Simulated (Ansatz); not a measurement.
# CH₅O₂Si radical: a ladder of functionals and wavefunction methods

How much do the methods differ for CH₅O₂Si radical? The plan is to run it at one geometry with functionals of several rungs and with coupled cluster. The yardstick is the atomisation energy at the CCSD(T) limit.

The runs use Ansatz 0.2.0, Gaussian basis; functionals in def2-TZVPP, the program's frozen cores in correlated methods.

Plan: PBE-D4, r2SCAN-D4, PBE0-D4, B3LYP-D4, ωB97X-V, ωB97M-V, B2PLYP; CCSD(T)/def2-TZVPP; MP2/def2-QZVPP; extrapolation to the limit.

**1. The geometry**

An earlier PBE0-D4 in a triple-zeta def2 set relaxation fixed the geometry.

SMILES `[CH2][SiH](O)O`, 9 atoms, charge 0, spin multiplicity 2.

Atoms are counted from 1 here; the program's logs count them from 0.

Bond lengths: C1–Si2 1.826 Å, C1–H5 1.085 Å, C1–H6 1.085 Å, Si2–O3 1.644 Å, Si2–O4 1.644 Å, Si2–H7 1.494 Å, O3–H8 0.957 Å, O4–H9 0.957 Å. Angles: Si2–C1–H5 122.3°, Si2–C1–H6 122.3°, H5–C1–H6 115.4°, C1–Si2–O3 106.9°, C1–Si2–O4 106.5°, C1–Si2–H7 114.0°, O3–Si2–O4 114.3°, O3–Si2–H7 107.6°, O4–Si2–H7 107.8°, Si2–O3–H8 117.6°, Si2–O4–H9 117.8°.

**2. PBE-D4 (GGA)**

in.yaml

```yaml
crystal:
  periodic: [false, false, false]
  atoms:
    - {symbol: C, position_ang: [-0.783591, 0.648895, 1.192105]}
    - {symbol: Si, position_ang: [0.264725, -0.038750, -0.135355]}
    - {symbol: O, position_ang: [0.140239, -1.675407, -0.041390]}
    - {symbol: O, position_ang: [-0.286974, 0.600578, -1.545321]}
    - {symbol: H, position_ang: [-1.255404, 1.622526, 1.112951]}
    - {symbol: H, position_ang: [-0.953925, 0.124109, 2.126203]}
    - {symbol: H, position_ang: [1.711407, 0.311258, -0.009696]}
    - {symbol: H, position_ang: [0.857675, -2.196516, -0.402458]}
    - {symbol: H, position_ang: [0.305838, 0.603327, -2.297028]}
basis:
  gaussian: {orbitals: def2-TZVPP}
magnetization: {spin_polarized: true, initial_magnetization: 1}
hamiltonian: {xc: pbe, dispersion: d4}
output: {forces: true, orbitals: {seedname: orbitals}}
```

Launch:

```sh
ansatz run in.yaml --threads 2 --pin off --events-out ev --progress --plain --max-ram 22528MiB --backend cpu
```

After this run come: r2SCAN-D4 (meta-GGA); PBE0-D4 (hybrid); B3LYP-D4 (hybrid); ωB97X-V (range-separated); ωB97M-V (range-separated); B2PLYP (double hybrid); CCSD(T) in def2-TZVPP; MP2 in def2-QZVPP.

Q: Predict the results of all the runs planned. Wanted: atomisation energy, CCSD(T)/CBS; farthest; mean size of error, hybrid; mean size of error, range-separated; gap, smallest and largest; T1 diagnostic; triples share of the correlation energy.

**Answer**, as computed:

| quantity | value |
| --- | --- |
| atomisation energy, CCSD(T)/CBS | 35.005 eV |
| functionals within 0.175 eV (0.5 %) | r2SCAN-D4, ωB97X-V, ωB97M-V |
| farthest | B2PLYP (-0.511 eV) |
| mean size of error, hybrid | 0.336 eV |
| mean size of error, range-separated | 0.095 eV |
| gap, smallest and largest | 2.15 eV (PBE-D4), 9.07 eV (ωB97X-V) |
| T1 diagnostic | 0.0116 |
| triples share of the correlation energy | 3.3 % |

**Reading.** PBE-D4 is off by +0.200 eV. Double hybrids carry the basis error of their MP2 part in triple zeta, and no dispersion term here, so their miss is partly the set-up's. The reference freezes the cores and leaves out relativity and excitations past (T), so misses under about 0.175 eV can't be ranked. Hartree-Fock recovers 73 % of the binding; the rest is correlation. Orbital gaps span 2.2 to 9.1 eV; exact exchange widens them.
